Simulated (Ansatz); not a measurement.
# CoO: the cost of one run

Method: DFT LDA+U (U_eff = 4 eV on Co d), plane waves, PAW, in Ansatz 0.2.0.

4 further runs of the same task are left out: 4 that didn't finish.

## (1) The structure to begin with

The structure is cubic, space group Fm-3m (No. 225). The conventional cell has a = 4.263 Å, b = 4.263 Å, c = 4.263 Å, α = 90.00°, β = 90.00°, γ = 90.00°. Around Co (site symmetry m-3m) lie 6 O at 2.13 Å. O (site symmetry m-3m) is surrounded by 6 Co at 2.13 Å.

Coordinates:

```cif
data_structure
_symmetry_space_group_name_H-M 'Fm-3m'
_symmetry_Int_Tables_number 225
_cell_length_a 4.2630
_cell_length_b 4.2630
_cell_length_c 4.2630
_cell_angle_alpha 90.000
_cell_angle_beta 90.000
_cell_angle_gamma 90.000
_cell_volume 77.47
loop_
_atom_site_label
_atom_site_type_symbol
_atom_site_symmetry_multiplicity
_atom_site_Wyckoff_symbol
_atom_site_fract_x
_atom_site_fract_y
_atom_site_fract_z
_atom_site_occupancy
Co1 Co 4 a 0.00000 0.00000 0.00000 1
O1 O 4 b 0.50000 0.00000 0.00000 1
```

Magnetic order typed: ferromagnetic.

## (2) From atoms, symmetry kept, no search

input.yaml reads:

```yaml
crystal:
  lattice:
    - [0.0, 2.13150166, 2.13150166]
    - [2.13150166, 0.0, 2.13150166]
    - [2.13150166, 2.13150166, 0.0]
  atoms:
    - { symbol: Co, position: [0.0, 0.0, 0.0], spin: 3.0, spin_axis: [1.0, 0.0, 0.0] }
    - { symbol: O, position: [0.5, 0.5, 0.5] }
basis:
  ecutwfc: 420
  ecutrho_ratio: 4
kpoints:
  mp_grid: { grid: [8, 8, 8] }
hamiltonian:
  xc: lda
  hubbard: { sites: [{ site: 0, l: d, u_eff: 4.0 }] }
scf:
  occupations: { method: gaussian, width: 0.05 }
  lower_state_search: "off"
  max_iter: 150
output:
  forces: true
  stress: true
  eigenvalues: true
  populations: true
  hubbard: { sites: [{ site: 0, l: d }] }
magnetization:
  noncollinear: true
  spin_orbit: true
```

This run includes spin–orbit coupling.

Run with:

```bash
$ ansatz run input.yaml --threads 2 --pin off --max-ram 3072MiB --backend cpu --events-out ev --progress --plain --runs-dir out
```

**Question.** How long does this run take on 2 threads of Arm Neoverse N1, shared host, and how much memory does it need?

About 23 s, with a peak of 0.46 GiB.
